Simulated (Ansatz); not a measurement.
# Zn3SO2: one candidate of a structure search

Aim: relax a trial structure of Zn3SO2 and see where it ends.

Method: DFT PBE, scalar-relativistic, plane waves, PAW, in Ansatz 0.2.0.

**1. Starting point**

It takes space group P6_3mc (No. 186, hexagonal). Conventional cell: a = 3.431 Å, b = 3.431 Å, c = 16.820 Å, α = 90.00°, β = 90.00°, γ = 120.00°. Zn (site symmetry 3m) is surrounded by 3 O at 2.10 Å and 1 S at 2.10 Å. Around Zn (site symmetry 3m) lie 3 S at 2.10 Å and 1 O at 2.10 Å. Around Zn (site symmetry 3m) lie 4 O at 2.10 Å. Around S (site symmetry 3m) lie 4 Zn at 2.10 Å. O (site symmetry 3m) is surrounded by 4 Zn at 2.10 Å.

Structure file:

```
CELL_PARAMETERS angstrom
3.43050 0.00000 0.00000
-1.71525 2.97090 0.00000
0.00000 0.00000 16.81954
ATOMIC_POSITIONS crystal
Zn 0.00000 0.00000 0.00000
Zn 0.00000 0.00000 0.50000
Zn 0.33333 0.66667 0.16667
Zn 0.66667 0.33333 0.66667
Zn 0.66667 0.33333 0.33333
Zn 0.33333 0.66667 0.83333
S 0.00000 0.00000 0.12500
S 0.00000 0.00000 0.62500
O 0.33333 0.66667 0.29167
O 0.66667 0.33333 0.79167
O 0.66667 0.33333 0.45833
O 0.33333 0.66667 0.95833
```

The start is an ordering of an alloy on its end members' structure types: elements ordered on the sites of the ZnS type, O/S on S (P6_3mc, No. 186).

**2. The guess as it stands, on a coarse mesh**

input.yaml reads:

```yaml
crystal:
  lattice:
    - [3.43050429, 0.0, 0.0]
    - [-1.71525215, 2.97090386, 0.0]
    - [0.0, 0.0, 16.81953801]
  atoms:
    - { symbol: Zn, position: [0.0, 0.0, 0.0] }
    - { symbol: Zn, position: [0.0, 0.0, 0.5] }
    - { symbol: Zn, position: [0.33333333, 0.66666667, 0.16666999] }
    - { symbol: Zn, position: [0.66666667, 0.33333333, 0.66666999] }
    - { symbol: Zn, position: [0.66666667, 0.33333333, 0.33333001] }
    - { symbol: Zn, position: [0.33333333, 0.66666667, 0.83333001] }
    - { symbol: S, position: [0.0, 0.0, 0.125] }
    - { symbol: S, position: [0.0, 0.0, 0.625] }
    - { symbol: O, position: [0.33333333, 0.66666667, 0.29166999] }
    - { symbol: O, position: [0.66666667, 0.33333333, 0.79166999] }
    - { symbol: O, position: [0.66666667, 0.33333333, 0.45833001] }
    - { symbol: O, position: [0.33333333, 0.66666667, 0.95833001] }
basis:
  ecutwfc: 420
kpoints:
  mp_grid: { grid: [6, 6, 1] }
hamiltonian:
  xc: pbe
scf:
  occupations: { method: gaussian, width: 0.1 }
  lower_state_search: "off"
output:
  forces: true
  stress: true
  eigenvalues: true
```

The run is started by

```bash
ansatz run input.yaml --threads 1 --pin off --max-ram 2560MiB --backend cpu --events-out ev --progress --plain --runs-dir out
```

Further runs follow: rough relaxation on the coarse mesh; spin check on a coarse mesh; full relaxation.

What does the calculation give? Wanted: conventional cell; volume; energy over the elements; gap on the mesh.

**Answer**, as computed:

| quantity | value |
| --- | --- |
| symmetry at the end (tolerance 0.05 Å) | space group P6_3mc (No. 186) |
| conventional cell | a = 3.459 Å, b = 3.459 Å, c = 17.033 Å, α = 90.00°, β = 90.00°, γ = 120.00° |
| volume | 14.71 Å³/atom |
| energy over the elements (uncorrected; H, N, O, F and Cl as molecules) | -1.10 eV/atom |
| gap on the mesh | none (metal) |

The space group P6_3mc (No. 186) is kept, and the volume per atom grows by 3.0 % from the first guess. A negative formation energy is needed for stability but isn't enough; other structures and compounds were not set against it here. No finished test with a distortion of lower symmetry is shown, so the end may be a saddle point. A spin-polarised run here lost its starting moments, which speaks against magnetism, though one start doesn't rule it out. Other magnetic orders were not searched.
